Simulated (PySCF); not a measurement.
# Li⁺: dipole response in aug-cc-pCVTZ

How polarisable is Li⁺ at the levels listed below?

Method: unrestricted determinants in a Gaussian basis, no spin-orbit coupling in the energies. Code: PySCF 2.14.0.

### Step 1. The system

| Property | Result |
| --- | --- |
| Element | lithium (Z = 3) |
| Basis | aug-cc-pCVTZ (7s6p4d2f, 59 functions) |
| Hamiltonian | no relativity, point nucleus |
| State 1 | Li⁺: 1s2, closed-shell 1S |
| Methods | UHF, PBE, PBE0, BLYP, wB97X |

Outer shells as boxes (Hund's rule):

Li+ 1s2
```
1s [↑↓]
```

One driver process ran all states and methods and kept the integrals in memory. Each run is shown as a PySCF script that sums up its settings (the driver passes frozen orbitals as a list and adds second-order terms of double hybrids); the logs are those of the runs themselves. The driver starts from symmetry-adapted Hartree-Fock orbitals, holds the occupation by maximum overlap and uses a logarithmic radial grid for functionals, so a plain start would take other cycles.

The integrals over 59 functions and the set-up took 0.07 s of CPU time.

### Step 2. Li⁺

#### UHF

Contents of input.py:

```python
from pyscf import gto, scf, dft, mp, cc
import basis_set_exchange as bse
mol = gto.M(atom="Li 0 0 0", charge=1, spin=0, symmetry="D2h",
            basis=gto.basis.parse(bse.get_basis("aug-cc-pCVTZ", elements=["Li"], fmt="nwchem")))
mf = scf.UHF(mol)
mf.irrep_nelec = {'Ag': (1, 1)}
mf.kernel()
```

What it wrote:

```text
damping factor = 0
level_shift factor = 0
DIIS = <class 'pyscf.scf.diis.CDIIS'>
diis_start_cycle = 1
diis_space = 10
diis_damp = 0
SCF conv_tol = 1e-09
SCF conv_tol_grad = None
number electrons alpha = 1  beta = 1
cycle= 1 E= -7.23638059997023  delta_E= -9.41e-14  |g|= 5.31e-08  |ddm|= 1.48e-05
converged SCF energy = -7.23638059997023  <S^2> = -5.7731597e-15  2S+1 = 1
```

It used 0.35 s of CPU time after the integrals (shared host).

Orbital energies by shell (radii are means over both spins):

```
shell  electrons  mean orbital energy (eV)  spread (eV)  rms radius (bohr)
   1s          2                   -75.984            0              0.667
```

⟨S²⟩ = 0.000, ⟨L²⟩ = 0.00.

The driver then solved the coupled dipole response at imaginary frequencies: mean α = 0.1671 bohr³, C₆ = 0.06383 au for a like pair.

#### PBE

input.py, as changed from the run before:

```diff
@@ -4,3 +4,3 @@
             basis=gto.basis.parse(bse.get_basis("aug-cc-pCVTZ", elements=["Li"], fmt="nwchem")))
-mf = scf.UHF(mol)
+mf = dft.UKS(mol, xc="PBE")
 mf.irrep_nelec = {'Ag': (1, 1)}
```

What it wrote:

```text
damping factor = 0
level_shift factor = 0
DIIS = <class 'pyscf.scf.diis.CDIIS'>
diis_start_cycle = 1
diis_space = 10
diis_damp = 0
SCF conv_tol = 1e-09
SCF conv_tol_grad = None
number electrons alpha = 1  beta = 1
XC functionals = PBE
    J. P. Perdew, K. Burke, and M. Ernzerhof.,  Phys. Rev. Lett. 77, 3865 (1996)
    J. P. Perdew, K. Burke, and M. Ernzerhof.,  Phys. Rev. Lett. 78, 1396 (1997)
    J. P. Perdew, K. Burke, and M. Ernzerhof.,  Phys. Rev. Lett. 77, 3865 (1996)
    J. P. Perdew, K. Burke, and M. Ernzerhof.,  Phys. Rev. Lett. 78, 1396 (1997)
cycle= 1 E= -7.2566629444737  delta_E= -0.00134  |g|= 0.00808  |ddm|= 1.26
cycle= 2 E= -7.25667344613276  delta_E= -1.05e-05  |g|= 0.00192  |ddm|= 0.047
cycle= 3 E= -7.25667409174151  delta_E= -6.46e-07  |g|= 5.57e-06  |ddm|= 0.0108
cycle= 4 E= -7.25667409174688  delta_E= -5.37e-12  |g|= 3.22e-08  |ddm|= 7.58e-06
converged SCF energy = -7.25667409174688  <S^2> = -7.1054274e-15  2S+1 = 1
```

CPU time 0.14 s on a shared host, the integrals not counted.

The driver then solved the coupled dipole response at imaginary frequencies: mean α = 0.1853 bohr³, C₆ = 0.07231 au for a like pair.

#### PBE0

input.py, as changed from the run before:

```diff
@@ -4,3 +4,3 @@
             basis=gto.basis.parse(bse.get_basis("aug-cc-pCVTZ", elements=["Li"], fmt="nwchem")))
-mf = dft.UKS(mol, xc="PBE")
+mf = dft.UKS(mol, xc="PBE0")
 mf.irrep_nelec = {'Ag': (1, 1)}
```

What it wrote:

```text
damping factor = 0
level_shift factor = 0
DIIS = <class 'pyscf.scf.diis.CDIIS'>
diis_start_cycle = 1
diis_space = 10
diis_damp = 0
SCF conv_tol = 1e-09
SCF conv_tol_grad = None
number electrons alpha = 1  beta = 1
XC functionals = PBE0
    C. Adamo and V. Barone.,  J. Chem. Phys. 110, 6158 (1999)
    M. Ernzerhof and G. E. Scuseria.,  J. Chem. Phys. 110, 5029 (1999)
cycle= 1 E= -7.26242179004325  delta_E= -0.000638  |g|= 0.00445  |ddm|= 0.807
cycle= 2 E= -7.26242369511155  delta_E= -1.91e-06  |g|= 0.000365  |ddm|= 0.0397
cycle= 3 E= -7.26242372146317  delta_E= -2.64e-08  |g|= 3.22e-05  |ddm|= 0.00379
cycle= 4 E= -7.26242372159638  delta_E= -1.33e-10  |g|= 1.47e-07  |ddm|= 0.00019
converged SCF energy = -7.26242372159638  <S^2> = -5.7731597e-15  2S+1 = 1
```

CPU time 0.35 s on a shared host, the integrals not counted.

The driver then solved the coupled dipole response at imaginary frequencies: mean α = 0.1798 bohr³, C₆ = 0.06975 au for a like pair.

#### BLYP

input.py, as changed from the run before:

```diff
@@ -4,3 +4,3 @@
             basis=gto.basis.parse(bse.get_basis("aug-cc-pCVTZ", elements=["Li"], fmt="nwchem")))
-mf = dft.UKS(mol, xc="PBE0")
+mf = dft.UKS(mol, xc="BLYP")
 mf.irrep_nelec = {'Ag': (1, 1)}
```

What it wrote:

```text
damping factor = 0
level_shift factor = 0
DIIS = <class 'pyscf.scf.diis.CDIIS'>
diis_start_cycle = 1
diis_space = 10
diis_damp = 0
SCF conv_tol = 1e-09
SCF conv_tol_grad = None
number electrons alpha = 1  beta = 1
XC functionals = BLYP
    A. D. Becke.,  Phys. Rev. A 38, 3098 (1988)
    C. Lee, W. Yang, and R. G. Parr.,  Phys. Rev. B 37, 785 (1988)
    B. Miehlich, A. Savin, H. Stoll, and H. Preuss.,  Chem. Phys. Lett. 157, 200 (1989)
cycle= 1 E= -7.27930880610613  delta_E= -0.0017  |g|= 0.00652  |ddm|= 1.52
cycle= 2 E= -7.27931743869318  delta_E= -8.63e-06  |g|= 0.00177  |ddm|= 0.139
cycle= 3 E= -7.27931800121734  delta_E= -5.63e-07  |g|= 2.43e-05  |ddm|= 0.0146
cycle= 4 E= -7.27931800134093  delta_E= -1.24e-10  |g|= 1.5e-08  |ddm|= 0.000425
converged SCF energy = -7.27931800134093  <S^2> = -6.6613381e-15  2S+1 = 1
```

CPU time 0.15 s on a shared host, the integrals not counted.

The driver then solved the coupled dipole response at imaginary frequencies: mean α = 0.1851 bohr³, C₆ = 0.07202 au for a like pair.

#### wB97X

input.py, as changed from the run before:

```diff
@@ -4,3 +4,3 @@
             basis=gto.basis.parse(bse.get_basis("aug-cc-pCVTZ", elements=["Li"], fmt="nwchem")))
-mf = dft.UKS(mol, xc="BLYP")
+mf = dft.UKS(mol, xc="WB97X")
 mf.irrep_nelec = {'Ag': (1, 1)}
```

What it wrote:

```text
damping factor = 0
level_shift factor = 0
DIIS = <class 'pyscf.scf.diis.CDIIS'>
diis_start_cycle = 1
diis_space = 10
diis_damp = 0
SCF conv_tol = 1e-09
SCF conv_tol_grad = None
number electrons alpha = 1  beta = 1
XC functionals = WB97X
    J.-D. Chai and M. Head-Gordon.,  J. Chem. Phys. 128, 084106 (2008)
cycle= 1 E= -7.28661360053382  delta_E= -0.000285  |g|= 0.00276  |ddm|= 0.0736
cycle= 2 E= -7.28661603807878  delta_E= -2.44e-06  |g|= 0.000456  |ddm|= 0.0239
cycle= 3 E= -7.2866160599963  delta_E= -2.19e-08  |g|= 2.82e-05  |ddm|= 0.00144
cycle= 4 E= -7.28661606009454  delta_E= -9.82e-11  |g|= 4.98e-07  |ddm|= 0.000194
converged SCF energy = -7.28661606009454  <S^2> = -6.2172489e-15  2S+1 = 1
```

It used 0.61 s of CPU time after the integrals (shared host).

The driver then solved the coupled dipole response at imaginary frequencies: mean α = 0.1778 bohr³, C₆ = 0.06839 au for a like pair.

Radial density 4πr²ρ of Li⁺ at UHF:

| r (bohr) | density |
| --- | --- |
| 0.00985 | 0.0157 |
| 0.0166 | 0.0426 |
| 0.0279 | 0.113 |
| 0.0469 | 0.285 |
| 0.0788 | 0.668 |
| 0.133 | 1.38 |
| 0.223 | 2.32 |
| 0.375 | 2.81 |
| 0.631 | 2.02 |
| 1.06 | 0.623 |
| 1.78 | 0.0481 |
| 3.00 | 0.000337 |

### Step 3. Polarisabilities and C₆

Li⁺, in atomic units:

| method | mean α | C₆ (like pair) | S(−4) |
| --- | --- | --- | --- |
| UHF | 0.1671 | 0.06383 | 0.02191 |
| PBE | 0.1853 | 0.07231 | 0.02945 |
| PBE0 | 0.1798 | 0.06975 | 0.02698 |
| BLYP | 0.1851 | 0.07202 | 0.02956 |
| wB97X | 0.1778 | 0.06839 | 0.02669 |

α(iu) at wB97X:

```
u (hartree)  α(iu) (bohr³)
          0         0.1778
     0.0500         0.1777
      0.100         0.1775
      0.200         0.1767
      0.300         0.1754
      0.500         0.1714
      0.750         0.1642
       1.00         0.1553
       1.50         0.1354
       2.00         0.1160
       3.00        0.08484
       5.00        0.04848
```

### Step 4. What came out

| quantity | value |
| --- | --- |
| α of Li⁺ | 0.1671 (UHF) to 0.1853 (PBE) bohr³ |

A single London oscillator with the computed α and C₆ of Li⁺ at UHF would have ω = 4 C₆ / (3 α²) = 3.05 hartree. The basis is finite, and no extrapolation was made.
